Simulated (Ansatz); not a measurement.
Runs of Ansatz 0.2.0 on CoCl2O2. It takes space group C2/m (No. 12, monoclinic). Conventional cell: a = 7.162 Å, b = 7.854 Å, c = 3.483 Å, α = 90.00°, β = 96.93°, γ = 90.00°. Co (site symmetry 2/m) has 2 O at 1.63 Å as nearest neighbours. Cl (site symmetry m) is surrounded by 2 Co at 2.38 to 2.45 Å. Around O (site symmetry 2) lie 1 Co at 1.63 Å. The cell comes from a database or a generator and needn't be the stable form of this composition.

```csv
spin,fixed moment (μB),pressure (GPa),moment (μB),largest force (eV/Å)
"collinear, ferromagnetic start",2.0,(b),2.00,0.30
"collinear, program default start",0.0,-1.8,0.00,0.56
"collinear, ferromagnetic start",4.0,(c),4.00,2.49
"collinear, ferromagnetic start",2.5,0.5,2.50,(a)
"collinear, ferromagnetic start",1.5,(d),1.50,0.29
"collinear, ferromagnetic start",0.5,-1.5,0.50,0.60
"collinear, ferromagnetic start",3.0,1.3,3.00,1.15
"collinear, ferromagnetic start",1.0,-1.4,1.00,0.58
```

Alike in all rows: task single point; level PBE; potentials or basis Ansatz PAW; cell as given; k mesh 4 × 4 × 7; cutoff (eV) 420; smearing fermi-dirac 0.05 eV.

Q: Estimate the missing entries.

A: (a) 0.81; (b) -0.3; (c) 3.0; (d) -0.9.

Caveats: the total moment is fixed, so each spin has its own Fermi level; the thresholds are loose for stress; a cell with one magnetic atom can't hold antiferromagnetic order, which such compounds often take (some runs); forces of over 1 eV/Å show positions far from the minimum, so gaps and moduli don't describe the material at rest (some runs).
